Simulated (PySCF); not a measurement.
# Cl6Sb ([SbCl6]-): the cost of one run

Programs: PySCF 2.14.0, with routines of our own; each step states its level. All values are computed. Atoms count from 0.

4 further runs of the same task are left out: 4 for a known fault of the program.

### Step 1. The system as given

7 atoms, charge -1, multiplicity 1; geometry from: GFN2-xTB.

### Step 2. Optimising the geometry at PBE0-D3(BJ)/def2-SVP

The job: settings as JSON, then the geometry in Å.

```
{"job": {"xc": "PBE0", "basis": "def2-SVP", "d3": "d3bj", "grid": 1, "maxiter": 30, "shake": 0.03, "kind": "geom"}, "charge": -1, "multiplicity": 1}
Sb     0.061970    -0.079820     0.013650
Cl    -0.038690    -0.022360     2.413860
Cl    -0.039280     0.006100    -2.444630
Cl     2.519120     0.016200     0.009980
Cl    -2.428030    -0.025100    -0.053430
Cl    -0.018630     2.430740     0.002480
Cl     0.035400    -2.427780    -0.010450
```

The run is started by

```console
> OMP_NUM_THREADS=1 python heavy_run.py task.json out
```

This one command runs all jobs of the session in turn.

**Question.** How long does this first job take on 1 thread of Arm Neoverse V2, shared host, and how much memory does it need?

About 78 s, with a peak of 0.59 GiB.
